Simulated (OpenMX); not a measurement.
Crystal: WS.

```
W S
1.0
     3.00789    0.00000    0.00000
     0.00000    3.00789    0.00000
     0.00000    0.00000    3.00789
W S
1 1
Direct
  0.50000 0.50000 0.50000
  0.00000 0.00000 0.00000
```

The cell was built by a generator and needn't be a form met in nature.

Base run:

* Program: OpenMX 3.8.5
* Functional: PBE
* Dispersion: D4
* Potentials or basis: OpenMX 2013 PBE set, W7.0-s3p2d2f1, S7.0-s2p2d1f1, grid cutoff 400 Ry
* k mesh: 7 × 7 × 7
* Occupations: fermi-dirac, width 0.05 eV
* Spin: no spin polarisation

Its results: band gap on the k mesh none (metal or under the smearing width); pressure -4.4 GPa.

After a change of settings the same cell gave: band gap on the k mesh none (metal or under the smearing width); pressure 2.4 GPa. Which change was it?
A. dispersion from D4 to D3(BJ)
B. dispersion from D4 to none
C. dispersion from D4 to D3

B.

Dispersion adds attraction, which lowers the pressure at fixed volume and, as a term added to the energy, leaves the levels alone.

Caveats: the basis of atomic orbitals isn't converged, which shifts pressures, moduli and gaps; pairwise dispersion overbinds metals, which lowers pressure and volume (some runs).
